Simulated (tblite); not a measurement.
# C6H11N3Si: the cost of one run

The runs use tblite 0.8.0 and PySCF 2.14.0, with density-fitted response routines of our own; the level of theory stands in each step. All values are computed, except where a source is named. Atoms are numbered from 0 throughout.

## 1. The starting structure

21 atoms, charge 0, multiplicity 1; geometry from: force field or distance geometry start.

Bonds of the start (Å): C0–C1 1.34, C1–C2 1.46, C2–C3 1.38, C3–N4 1.35, N4–Si5 1.79, Si5–C6 1.86, Si5–C7 1.84, N4–N8 1.35, N8–N9 1.31, N9–C2 1.35, C0–H10 1.07, C0–H11 1.11, C1–H12 1.06, C3–H13 1.08, Si5–H14 1.49, C6–H15 1.12, C6–H16 1.12, C6–H17 1.10, C7–H18 1.12, C7–H19 1.12, C7–H20 1.11.

## 2. Relaxing the molecule with GFN2-xTB

Job settings and geometry (Å):

```
{"job": {"kind": "relax", "xc": "GFN2-xTB", "basis": "xTB"}, "charge": 0, "multiplicity": 1}
C      3.851600    -0.775400     0.629600
C      3.444500    -0.572500    -0.628000
C      2.028500    -0.244500    -0.780500
C      1.059000    -0.101500     0.190000
N     -0.110800     0.205500    -0.412100
Si    -1.680200     0.488300     0.404700
C     -2.696400     1.782700    -0.456000
C     -2.517500    -1.142200     0.608700
N      0.131800     0.263700    -1.737700
N      1.397200    -0.002700    -1.951200
H      4.855400    -1.026600     0.905000
H      3.138200    -0.689700     1.472200
H      4.091600    -0.648700    -1.458000
H      1.170100    -0.224800     1.261400
H     -1.420700     1.034200     1.769800
H     -2.378200     2.814300    -0.176500
H     -3.754100     1.613200    -0.123500
H     -2.595100     1.702000    -1.543700
H     -2.550500    -1.371900     1.708800
H     -3.548800    -1.129100     0.165600
H     -1.924400    -1.957200     0.151000
```

Command:

```sh
> OMP_NUM_THREADS=1 python probes_run.py task.json out
```

This one command runs all jobs of the session in turn.

**Question.** How long does this first job take on 1 thread of Arm Neoverse V1, shared host, and how much memory does it need?

About 1.4 s, with a peak of 0.18 GiB.
